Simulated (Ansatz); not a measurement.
# FK: the cost of one run

The runs use Ansatz 0.2.0; UKS PBE0-D4/def2-SVPD.

**1. Reference run: KF, relaxed**

input.yaml

```yaml
crystal:
  periodic: [false, false, false]
  atoms:
    - { symbol: F, position_ang: [0.0, 0.0, 0.0] }
    - { symbol: K, position_ang: [2.63, 0.0, 0.0] }
basis:
  gaussian: { orbitals: def2-SVPD }
hamiltonian:
  xc: pbe0
  dispersion: d4
output:
  forces: true
relax:
  f_tol: 0.003
  max_steps: 120
```

Launch:

```console
$ ansatz run input.yaml --threads 1 --pin off --max-ram 2560MiB --backend cpu --events-out ev --progress --plain --runs-dir out
```

Q: Estimate wall time and peak memory on 1 thread of Intel Xeon 6975P-C (Granite Rapids), shared host.

About 3 s, with a peak of 0.12 GiB.
